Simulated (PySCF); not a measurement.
# H11NSSi4: the cost of one run

Computed with PySCF 2.14.0, with density-fitted response routines of our own, on a single molecule in the gas phase. Atoms count from 0, in the outputs and in this text.

## Step 1: The starting structure

17 atoms, charge 0, multiplicity 1; geometry from: GFN2-xTB.

Bonds of the start (Å): Si0–S1 2.14, S1–Si2 2.14, Si2–N3 1.73, N3–Si4 1.75, N3–Si5 1.75, Si0–H6 1.46, Si0–H7 1.45, Si0–H8 1.46, Si2–H9 1.46, Si2–H10 1.46, Si4–H11 1.47, Si4–H12 1.46, Si4–H13 1.46, Si5–H14 1.47, Si5–H15 1.46, Si5–H16 1.46.

## Step 2: Relaxing the molecule at PBE0-D3(BJ)/def2-SVP

The job: settings as JSON, then the geometry in Å.

```
{"job": {"xc": "PBE0", "basis": "def2-SVP", "d3": "d3bj", "grid": 1, "kind": "geom"}, "charge": 0, "multiplicity": 1}
Si     3.458114    -0.266135    -1.106563
S      1.507987     0.581676    -1.347017
Si     0.416295    -0.467039     0.164316
N     -1.211694     0.103621     0.176871
Si    -2.481097    -1.058895     0.465390
Si    -1.518842     1.826606     0.291140
H      3.367941    -1.718700    -1.202345
H      4.214443     0.320392    -2.198441
H      3.979814     0.112832     0.202256
H      0.432817    -1.883106    -0.179579
H      1.082236    -0.232885     1.446626
H     -2.454801    -1.457498     1.876894
H     -3.744544    -0.416833     0.123071
H     -2.225871    -2.221404    -0.382596
H     -1.363839     2.233223     1.693434
H     -2.894928     2.026194    -0.153469
H     -0.571028     2.529982    -0.560549
```

Run with:

```
> OMP_NUM_THREADS=1 python probes_run.py task.json out
```

The driver reads the jobs from task.json and runs them one after another.

Q: Estimate the wall time and peak memory of this first job on 1 thread of Arm Neoverse V1, shared host.

About 4.6 min, with a peak of 0.68 GiB.
